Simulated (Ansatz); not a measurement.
## MnO2, space group R-3m: the Heisenberg exchange couplings, step by step

With the Ansatz DFT code, driven from Python.

Contents of `mno2.extxyz`:
```text
3
Lattice="1.42843484 0.82470724 4.58393153 -1.42843484 0.82470724 4.58393153 0.0 -1.64941448 4.58393153" Properties=species:S:1:pos:R:3:initial_magmoms:R:1 pbc="T T T"
Mn    0.00000000    0.00000000    0.00000000  4.00
O    -0.00000000   -0.00000000    3.63548616  0.00
O     0.00000000   -0.00000000   10.11630842  0.00
```

Run as a notebook:

**Cell 1**
```python
import ansatz as az
import numpy as np
```

**Cell 2**
```python
mno2 = az.Crystal.from_extxyz("mno2.extxyz")
```

**Cell 3**
```python
setup = (
    mno2.calculation()
    .kpoints(12, 12, 12)
    .functional(az.Functional.PBESOL)
    .occupations("fermi_dirac", width=0.1)
    .spin("collinear")
    .eigenstates(nscf_kmesh=(8, 8, 8))
    .exchange_couplings(magnetic=["Mn"])
)
couplings = setup.run().exchange_couplings().to_plain()
for atom in couplings["atoms"]:
    print(atom["site"]["symbol"], atom["role"], "moment", round(atom["moment_mub"], 3), "muB")
shells = {}
for pair in couplings["pairs"]:
    key = (pair["site"], pair["partner"], round(float(np.linalg.norm(pair["displacement_ang"])), 2))
    shells.setdefault(key, []).append(1000 * pair["coupling_ev"])
print("site partner distance (A)  count  mean J (meV)")
for (i, j, d), values in sorted(shells.items(), key=lambda item: item[0][2])[:6]:
    print(f"{i:4d} {j:7d} {d:12.2f} {len(values):6d} {np.mean(values):13.3f}")
print("mean-field order:", couplings["mean_field_order"])
```
Output:
```text
DeckWarning: basis.ecutwfc = 420 eV, auto-derived from the records' recommended cutoffs: set by Mn (normal level)
Mn magnetic moment 2.942 muB
O relaxed moment 0.023 muB
O relaxed moment 0.023 muB
site partner distance (A)  count  mean J (meV)
   0       0         2.86      6        -0.791
   0       0         4.87      6         0.031
   0       0         4.95      6         0.234
   0       0         5.65      6        -0.138
   0       0         5.71      6        -1.731
   0       0         6.33     12         0.014
mean-field order: {'temperature_k': 50.797136137112304, 'q_frac': [0.0, 0.25, -0.25]}
```

What to keep in mind:
- The magnetic order follows from the starting moments and needn't be the lowest.
- With one magnetic atom the cell can hold only ferromagnetic order.
- Without a Hubbard U or exact exchange, semilocal functionals often make such 3d compounds metallic or too weakly gapped.
- The structure comes from a database of computed cells and needn't be a stable or known phase.
- Warnings are shown shortened and without file and line.
- The couplings are those of E = -sum over i != j of J_ij e_i.e_j for unit vectors, so J > 0 favours parallel moments. Couplings oscillate with the k-mesh and hold for small turns from this magnetic state; mean-field temperatures overestimate ordering, and where the couplings favour a wavevector other than zero the state started from isn't the stable order.
- Wall time of the script: 110 s on 1 thread of Arm Neoverse V2, with other jobs on the host, peak memory 0.87 GiB.
